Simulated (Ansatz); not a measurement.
# ZnO: the cost of one run

Computed with Ansatz 0.2.0 (DFT PBE0, scalar-relativistic, plane waves, PAW, and further levels as typed in the inputs, unless a step's input says otherwise).

**1. Starting point**

Symmetry: P6_3mc, No. 186, hexagonal system. The conventional cell has a = 3.230 Å, b = 3.230 Å, c = 5.214 Å, α = 90.00°, β = 90.00°, γ = 120.00°. Zn (site symmetry 3m) is surrounded by 4 O at 1.97 to 1.98 Å. O (site symmetry 3m) has 4 Zn at 1.97 to 1.98 Å as nearest neighbours.

Structure file:

```cif
data_structure
_symmetry_space_group_name_H-M 'P 1'
_symmetry_Int_Tables_number 1
_cell_length_a 3.2301
_cell_length_b 3.2301
_cell_length_c 5.2138
_cell_angle_alpha 90.000
_cell_angle_beta 90.000
_cell_angle_gamma 120.000
_cell_volume 47.11
loop_
_atom_site_label
_atom_site_type_symbol
_atom_site_fract_x
_atom_site_fract_y
_atom_site_fract_z
_atom_site_occupancy
Zn1 Zn 0.33333 0.66667 0.00049 1
Zn2 Zn 0.66667 0.33333 0.50049 1
O1 O 0.33333 0.66667 0.37951 1
O2 O 0.66667 0.33333 0.87951 1
```

**2. Single point: ZnO, no spin**

The input, input.yaml:

```yaml
crystal:
  lattice:
    - [3.230098, 0.0, 0.0]
    - [-1.615049, 2.797347, 0.0]
    - [0.0, 0.0, 5.213756]
  atoms:
    - { symbol: Zn, position: [0.333333, 0.666667, 0.000486] }
    - { symbol: Zn, position: [0.666667, 0.333333, 0.500486] }
    - { symbol: O, position: [0.333333, 0.666667, 0.379514] }
    - { symbol: O, position: [0.666667, 0.333333, 0.879514] }
scf:
  occupations: { method: fixed }
  n_extra_bands: 4
output:
  write_density: true
  write_potential: true
  elf: true
  volumetric_format: npy
kpoints:
  mp_grid: { grid: [4, 4, 3] }
hamiltonian:
  xc: pbe0
```

Launch:

```console
$ ansatz run input.yaml --threads 4 --pin off --max-ram 11264MiB --backend cpu --events-out ev --progress --plain --runs-dir out
```

Q: Estimate wall time and peak memory on 4 threads of Intel Xeon Platinum 8259CL at 2.50GHz (Skylake/Cascade Lake), shared host.

About 6.1 s, with a peak of 0.7 GiB.
